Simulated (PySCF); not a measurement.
Molecule: NCGaFH, in a box.

```
CELL_PARAMETERS angstrom
12.00000 0.00000 0.00000
0.00000 13.00000 0.00000
0.00000 0.00000 12.00000
ATOMIC_POSITIONS crystal
N 0.62353 0.36162 0.60111
C 0.57578 0.42258 0.55030
Ga 0.50072 0.52902 0.46682
F 0.37864 0.48498 0.40456
H 0.53730 0.64161 0.45181
```

Base run:

| Item | Value |
| --- | --- |
| Program | PySCF 2.14.0 |
| Functional | r2SCAN |
| Potentials or basis | pob-tzvp-rev2 (all-electron) |
| k mesh | 1 × 1 × 1 |
| Occupations | fixed |
| Spin | no spin polarisation |

Its results: gap between the frontier levels 5.91 eV.

Problem. The run is repeated on the same cell with these changes: functional from r2SCAN to PBE. What comes out?

Solution. Gap between the frontier levels 5.29 eV.

r2SCAN gives the wider gap, since meta-GGAs in the generalised Kohn-Sham scheme recover part of the derivative discontinuity.

Caveats: this is a molecule in a periodic box at the Γ point, so its band gap is the HOMO-LUMO gap; relativity is left out, which matters for the heavier elements; the basis of atomic orbitals isn't converged, which shifts pressures, moduli and gaps.

